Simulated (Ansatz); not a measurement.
# C2H6BP, SMILES C#C[BH2-][PH3+]: a ladder of methods at one geometry

Program: Ansatz 0.2.0, Python API.

Run as a notebook:

```python
from pathlib import Path

import ansatz as az
from ase import Atoms
import numpy as np

atoms = Atoms(["C", "C", "B", "P", "H", "H", "H", "H", "H", "H"], positions=[
    (2.3842, -0.414, 0.2471),
    (1.3118, 0.1343, 0.2003),
    (-0.0617, 0.8368, 0.1404),
    (-1.4055, -0.4338, -0.2661),
    (3.3257, -0.8955, 0.2882),
    (-0.297, 1.339, 1.1944),
    (-0.0417, 1.6764, -0.7041),
    (-2.6559, 0.2102, -0.3199),
    (-1.129, -1.0272, -1.5124),
    (-1.4309, -1.4261, 0.7321),
])
geometry = az.Crystal.molecule_from_ase(atoms)

job = geometry.calculation().basis(gaussian="def2-SVP")

print("functional    E (Ha)        dipole (D)   HOMO (eV)  LUMO (eV)")
for name in ["r2scan0", "lc_wpbe", "pbe0", "revpbe", "cam_b3lyp"]:
    report = job.functional(name).forces().orbitals().run(runs_dir="runs").report
    lines = Path(report["orbitals_path"]).read_text().splitlines()
    field_of = lambda key: [line.split("=")[1].strip() for line in lines if line.startswith(key)]
    orbitals = [(27.211386 * float(e), s, float(n)) for e, s, n in zip(field_of("Ene="), field_of("Spin="), field_of("Occup="))]
    homo = max(e for e, _, n in orbitals if n > 0.5)
    lumo = min(e for e, _, n in orbitals if n < 0.5)
    dipole = 4.803205 * np.linalg.norm(report["charge_distribution"]["dipole_moment_e_ang"])
    print(f"{name:10s} {report['free_energy_ev'] / 27.211386246:14.6f} {dipole:9.3f} {homo:11.3f} {lumo:10.3f}")
```

    functional    E (Ha)        dipole (D)   HOMO (eV)  LUMO (eV)
    r2scan0       -445.635684     5.437      -6.797      0.364
    lc_wpbe       -445.563763     5.558      -9.359      2.371
    pbe0          -445.479210     5.384      -6.619      0.050
    revpbe        -445.651347     5.221      -5.350     -0.825
    cam_b3lyp     -445.680331     5.501      -7.901      1.063

Caveats:
- Total energies depend on the basis set; only differences at equal settings carry meaning.
- The geometry is a force-field or estimated start, not a minimum of this method, and the basis set is short of its limit. A lower total doesn't mark the better method: functionals have no common bound, and MP2 and coupled cluster aren't variational.
- Levels such as HOMO and LUMO are orbital energies: with these approximate functionals they aren't the ionisation energy and electron affinity, and their gap isn't the fundamental gap.
- Wall time of the script: 18 s on 1 thread of Arm Neoverse V1, with other jobs on the host, peak memory 0.25 GiB.
